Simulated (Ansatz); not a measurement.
**MgGeH4 (SMILES [MgH][GeH3]): one structure at several levels**

How do the functionals fare away from a minimum? The structure is a structure displaced at random from a GFN2-xTB minimum.

Program: Ansatz 0.2.0, Gaussian basis. Level of theory: single points in def2-TZVPP. These are calculated values, not measurements.

Correlated methods freeze the cores. Filled d shells of the heavier atoms are correlated. The outer core shell of Li, Na, Mg and K is correlated.

## Step 1: The system as given

SMILES `[MgH][GeH3]`, 6 atoms, charge 0, spin multiplicity 1.

Atoms are counted from 1 here; the program's logs count them from 0.

Bond lengths: Mg1–Ge2 2.315 Å, Mg1–H3 1.534 Å, Ge2–H4 1.529 Å, Ge2–H5 1.402 Å, Ge2–H6 1.662 Å. Angles: Ge2–Mg1–H3 173.3°, Mg1–Ge2–H4 131.7°, Mg1–Ge2–H5 121.3°, Mg1–Ge2–H6 111.1°, H4–Ge2–H5 92.7°, H4–Ge2–H6 92.6°, H5–Ge2–H6 100.7°.

Geometry (Å):

```xyz
6
GeH4Mg
Mg    0.5494   -1.4464    0.6349
Ge   -0.3191    0.4649   -0.3406
H     1.2034   -2.7447    1.1239
H    -1.6476    0.7315   -1.0498
H     0.4110    1.1944   -1.2899
H    -0.6053    1.6407    0.7993
```

## Step 2: CCSD(T)/def2-TZVPP

run/in.yaml reads:

```yaml
crystal:
  periodic: [false, false, false]
  atoms:
    - {symbol: Mg, position_ang: [0.549400, -1.446400, 0.634900]}
    - {symbol: Ge, position_ang: [-0.319100, 0.464900, -0.340600]}
    - {symbol: H, position_ang: [1.203400, -2.744700, 1.123900]}
    - {symbol: H, position_ang: [-1.647600, 0.731500, -1.049800]}
    - {symbol: H, position_ang: [0.411000, 1.194400, -1.289900]}
    - {symbol: H, position_ang: [-0.605300, 1.640700, 0.799300]}
basis:
  gaussian: {orbitals: def2-TZVPP}
correlation: {method: ccsd_t}
output: {forces: true}
```

The command line of these runs was not kept.

## Step 3: PBE0-D4/def2-TZVPP

run/in.yaml: that of step 2 with these lines changed.

```diff
@@ -11,3 +11,3 @@
   gaussian: {orbitals: def2-TZVPP}
-correlation: {method: ccsd_t}
-output: {forces: true}
+hamiltonian: {xc: pbe0, dispersion: d4}
+output: {forces: true, orbitals: {seedname: orbitals}}
```

## Step 4: wB97M-V/def2-TZVPP

run/in.yaml: that of step 3 with these lines changed.

```diff
@@ -11,3 +11,3 @@
   gaussian: {orbitals: def2-TZVPP}
-hamiltonian: {xc: pbe0, dispersion: d4}
-output: {forces: true, orbitals: {seedname: orbitals}}
+hamiltonian: {xc: {name: wB97M-V}}
+output: {forces: true}
```

## Step 5: r2SCAN-D4/def2-TZVPP

run/in.yaml: that of step 4 with these lines changed.

```diff
@@ -11,3 +11,3 @@
   gaussian: {orbitals: def2-TZVPP}
-hamiltonian: {xc: {name: wB97M-V}}
+hamiltonian: {xc: r2scan, dispersion: d4}
 output: {forces: true}
```

## Step 6: PBE-D4/def2-TZVPP

run/in.yaml: that of step 5 with these lines changed.

```diff
@@ -11,3 +11,3 @@
   gaussian: {orbitals: def2-TZVPP}
-hamiltonian: {xc: r2scan, dispersion: d4}
+hamiltonian: {xc: pbe, dispersion: d4}
 output: {forces: true}
```

## Step 7: BHLYP-D4/def2-TZVPP

run/in.yaml: that of step 6 with these lines changed.

```diff
@@ -11,3 +11,3 @@
   gaussian: {orbitals: def2-TZVPP}
-hamiltonian: {xc: pbe, dispersion: d4}
+hamiltonian: {xc: {name: BHLYP}, dispersion: d4}
 output: {forces: true}
```

## Step 8: r2SCANh-D4/def2-TZVPP

run/in.yaml: that of step 7 with these lines changed.

```diff
@@ -11,3 +11,3 @@
   gaussian: {orbitals: def2-TZVPP}
-hamiltonian: {xc: {name: BHLYP}, dispersion: d4}
+hamiltonian: {xc: {name: r2SCANh}, dispersion: d4}
 output: {forces: true}
```

(Steps that only read results are left out.)

Before running it: what results should come out? Wanted: energy less free atoms, CCSD(T)/def2-TZVPP; RMS force component; RMS force error; HOMO and LUMO, PBE0-D4; T1 diagnostic.

**Answer**, as computed:

```
                                  quantity                                                                                               value
energy less free atoms, CCSD(T)/def2-TZVPP                                                                                      -1157.7 kJ/mol
                       RMS force component                                                                1.331 to 1.391 eV/Å over the methods
                           RMS force error  PBE0-D4 0.078, wB97M-V 0.047, r2SCAN-D4 0.099, PBE-D4 0.181, BHLYP-D4 0.052, r2SCANh-D4 0.078 eV/Å
                    HOMO and LUMO, PBE0-D4                                                                                  -7.32 and -1.13 eV
                             T1 diagnostic                                                                                               0.011
```

What this shows: Against CCSD(T) the functionals' energies less atoms differ by -33.1 to +13.7 kJ/mol, PBE-D4 by +13.7 kJ/mol. CCSD(T) in triple zeta still lacks some correlation energy of the bonds, so part of these gaps is its own basis error and they don't rank the functionals. On forces the order runs from wB97M-V to PBE-D4. Frozen-core CCSD(T) forces in triple zeta carry basis errors of their own, and this is one geometry, so small gaps rank nothing.
